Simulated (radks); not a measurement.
**Ca⁴⁺ in [He] 2s2 2p4 3s2 3p4 3d2: an all-electron calculation**

Wanted: eigenvalues, radial structure and energy terms of the calcium ion Ca4+.

Method: non-relativistic Kohn-Sham, PBEsol, spin-polarised, spherical densities, point nucleus; open shells are filled with parallel spins first. Code: radks (a radial shooting solver on a logarithmic mesh, Libxc functionals) version 1.

### 1 The atom as given

- element: calcium (Z = 20)
- charge: +4
- electrons: 16
- configuration: [He] 2s2 2p4 3s2 3p4 3d2

Outer shells as boxes (Hund's rule):

Ca⁴⁺
```
[He] core
2s [↑↓]
2p [↑↓][↑ ][↑ ]
3s [↑↓]
3p [↑↓][↑ ][↑ ]
3d [↑ ][↑ ][  ][  ][  ]
```

### 2 The calculation

Settings of this run:

```text
Z 20
configuration [He] 2s2 2p4 3s2 3p4 3d2
relativity non-relativistic
functional pbe_sol,pbe_sol
spin polarised
nucleus point
```

Q: Predict the outcome of this run.

**Answer**, as computed:

| quantity | value |
| --- | --- |
| total energy | -644.51541 hartree |
| exchange-correlation share of it | 4.84 % |
| −T/E | 0.9991 |
| highest occupied level | 3d up, -58.238 eV |
| most extended occupied level | 3d up, <r> = 1.09 bohr |
| radius at density 0.001 e/bohr³ | 2.66 bohr |
| maxima of the radial density | 3 |

**Reading.** The radial density shows 3 maxima for 3 occupied principal shells. The ratio −T/E is 0.9991; for a non-relativistic Coulomb system it is 1 up to the kinetic part of correlation. This is not the tabulated ground configuration, so its levels and sizes aren't those of the ground state, and no measured value stands beside it.
